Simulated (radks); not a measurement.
**The series with 19 electrons, K to Tb⁴⁶⁺**

An exercise on one series of results from a longer session: the logs are not shown, and one member is left open.

Program: radks (a radial shooting solver on a logarithmic mesh, Libxc functionals) version 1. Level of theory: Dirac Kohn-Sham, PBE, spin-unpolarised, spherical densities, point nucleus; open shells fill j = l - 1/2 first. These are calculated values, not measurements, unless marked.

### The atom as given

| Item | Value |
| --- | --- |
| electrons | 19 |
| ions | K, Sc²⁺, V⁴⁺, Mn⁶⁺, Co⁸⁺, Cu¹⁰⁺, Ga¹²⁺, As¹⁴⁺, Br¹⁶⁺, Rb¹⁸⁺, Nb²²⁺, Tc²⁴⁺, Rh²⁶⁺, Ag²⁸⁺, In³⁰⁺, Sb³²⁺, I³⁴⁺, Cs³⁶⁺, La³⁸⁺, Pr⁴⁰⁺, Pm⁴²⁺, Eu⁴⁴⁺, Tb⁴⁶⁺ |
| configuration | NIST ground configuration of each |

The first run:

The run's settings:

```text
Z 19
configuration [Ar] 4s1
relativity Dirac
functional pbe,pbe
spin unpolarised
j_filling energy
nucleus point
c 137.035999084
```

Launch:

```console
> python run_ks.py task.json out
```

The same process makes all the runs of this session.

Among the steps run: K, [Ar] 4s1.

One of the session's tables, all rows but one given; the rest of the session is left out.

Radial moments (bohr):

```
level      <r>  outermost maximum (interpolated)  90 % within  nodes
1s1/2  0.08105                            0.0530        0.145      0
2s1/2   0.3875                             0.318        0.604      1
2p1/2        ?                                 ?            ?      ?
2p3/2   0.3513                             0.263        0.581      0
3s1/2    1.269                              1.08         1.91      2
3p1/2    1.429                              1.15         2.23      1
3p3/2    1.438                              1.16         2.25      1
4s1/2    5.007                              4.17         7.61      3
```

Q: Estimate the row for 2p1/2 from the others.

The run gave: <r>: 0.3489; outermost maximum (interpolated): 0.261; 90 % within: 0.577; nodes: 0. In the column «<r>» it lies between 1s1/2 (0.08105) and 2p3/2 (0.3513).
